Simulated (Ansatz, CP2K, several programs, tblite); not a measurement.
Energy against volume for a 2-atom cell of KBr started from a crystallographic database, at fixed shape and fractional coordinates, computed by several methods (PBE and r2SCAN, where shown, with plane waves in Ansatz); the cell shown is that of r2SCAN. It is cubic, Fm-3m (No. 225); conventional cell a = 6.605 Å, 36.02 Å³ an atom. K has 6 Br at 3.30 Å; Br has 6 K at 3.30 Å. (Simulation; spin polarisation is off.) Energies count from each curve's lowest point; fits are third-order Birch-Murnaghan.

```yaml
crystal:
  lattice:
    - [0.00000, 3.30244, 3.30244]
    - [3.30244, 0.00000, 3.30244]
    - [3.30244, 3.30244, 0.00000]
  atoms:
    - { symbol: K, position: [0.00000, 0.00000, 0.00000] }
    - { symbol: Br, position: [0.50000, 0.50000, 0.50000] }
```

**Question.** r2SCAN, on the shape of its own relaxed cell, gives

| V (Å³/atom) | E (meV/atom) |
| --- | --- |
| 33.856 | 7.76 |
| 34.936 | 1.93 |
| 36.017 | 0.00 |
| 37.097 | 1.33 |
| 38.178 | 5.38 |

What equilibrium volume and bulk modulus follow?

**Answer.** V₀ = 36.09 Å³ an atom and B₀ = 16 GPa.

**Question.** PBE/SZV (CP2K), on the shape of the cell shown, gives

| V (Å³/atom) | E (meV/atom) |
| --- | --- |
| 31.695 | 100.19 |
| 33.856 | 43.00 |
| 36.017 | 12.06 |
| 38.178 | 0.00 |
| 40.339 | 1.57 |

What equilibrium volume and bulk modulus follow?

**Answer.** V₀ = 38.94 Å³ an atom and B₀ = 16 GPa.

GFN2-xTB (tblite), on the shape of the cell shown, as a cluster of 64 atoms at the zone centre:

| V (Å³/atom) | E (meV/atom) |
| --- | --- |
| 31.695 | 133.37 |
| 33.856 | 75.61 |
| 36.017 | 37.12 |
| 38.178 | 13.06 |
| 40.339 | 0.00 |

The lowest point is an end point, so the minimum isn't bracketed.

light PBE (260 eV, its own mesh), on the shape of the cell shown:

| V (Å³/atom) | E (meV/atom) |
| --- | --- |
| 33.135 | 28.08 |
| 34.576 | 14.60 |
| 36.017 | 3.93 |
| 37.457 | 0.00 |
| 38.898 | 0.88 |
| 40.339 | 5.78 |

The points scatter about a smooth fit, as a low cutoff and a light mesh can make them, so no fit is quoted.

PBE/DZVP (CP2K), on the shape of the cell shown:
```tsv
V (Å³/atom)	E (meV/atom)
31.695	64.47
33.856	24.98
36.017	5.33
38.178	0.00
40.339	4.99
```
V₀ = 38.10 Å³ an atom and B₀ = 14 GPa.
